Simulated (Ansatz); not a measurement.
# ClH₃OSiZn: how energies converge with the basis set

Aim: see how fast density functionals converge with the basis set for ClH₃OSiZn.

Program: Ansatz 0.2.0, Gaussian basis. Level of theory: one geometry, several basis sets. These are calculated values, not measurements.

Levels to be run: PBE0-D4/def2-SVP; ωB97M-V/def2-SVP; PBE0-D4/def2-QZVPP; ωB97M-V/def2-QZVPP; the functionals' def2-TZVPP values are taken from earlier runs.

## Step 1: The relaxed structure

All runs share one geometry, relaxed beforehand with PBE0-D4 in a triple-zeta def2 set.

SMILES `[SiH3][O][Zn][Cl]`, 7 atoms, charge 0, spin multiplicity 1.

Atoms are counted from 1 here; the program's logs count them from 0.

Bond lengths: Si1–O2 1.626 Å, Si1–H5 1.491 Å, Si1–H6 1.491 Å, Si1–H7 1.486 Å, O2–Zn3 1.753 Å, Zn3–Cl4 2.078 Å. Angles: O2–Si1–H5 111.3°, O2–Si1–H6 111.3°, O2–Si1–H7 109.0°, H5–Si1–H6 107.7°, H5–Si1–H7 108.7°, H6–Si1–H7 108.7°, Si1–O2–Zn3 144.0°, O2–Zn3–Cl4 177.5°.

## Step 2: PBE0-D4 in def2-SVP

in.yaml reads:

```yaml
crystal:
  periodic: [false, false, false]
  atoms:
    - {symbol: Si, position_ang: [-0.558719, 1.023562, 0.338524]}
    - {symbol: O, position_ang: [-0.346416, -0.571740, 0.106146]}
    - {symbol: Zn, position_ang: [0.770339, -1.780793, -0.498529]}
    - {symbol: Cl, position_ang: [2.033482, -3.276727, -1.193349]}
    - {symbol: H, position_ang: [-0.495192, 1.771968, -0.949428]}
    - {symbol: H, position_ang: [0.487969, 1.583894, 1.240437]}
    - {symbol: H, position_ang: [-1.891463, 1.249836, 0.956209]}
basis:
  gaussian: {orbitals: def2-SVP}
hamiltonian: {xc: pbe0, dispersion: d4}
output: {orbitals: {seedname: orbitals}}
```

On the command line:

```bash
$ ansatz run in.yaml --threads 4 --pin off --events-out ev --progress --plain --max-ram 10444MiB
```

The runs that follow: ωB97M-V in def2-SVP; PBE0-D4 in def2-QZVPP; ωB97M-V in def2-QZVPP.

**Question.** What will the summary of the whole plan be? Wanted: PBE0-D4: double and triple zeta above quadruple; ωB97M-V: double and triple zeta above quadruple.

**Answer**, as computed:

```
                                       quantity           value
PBE0-D4: double and triple zeta above quadruple  18.89, 2.03 eV
ωB97M-V: double and triple zeta above quadruple  18.83, 1.94 eV
```

What this shows: For PBE0-D4 the step from double to triple zeta gains 16.86 eV and the next only 2.03 eV. These are total energies; as a rule much of such shifts cancels in differences, which this series doesn't test.
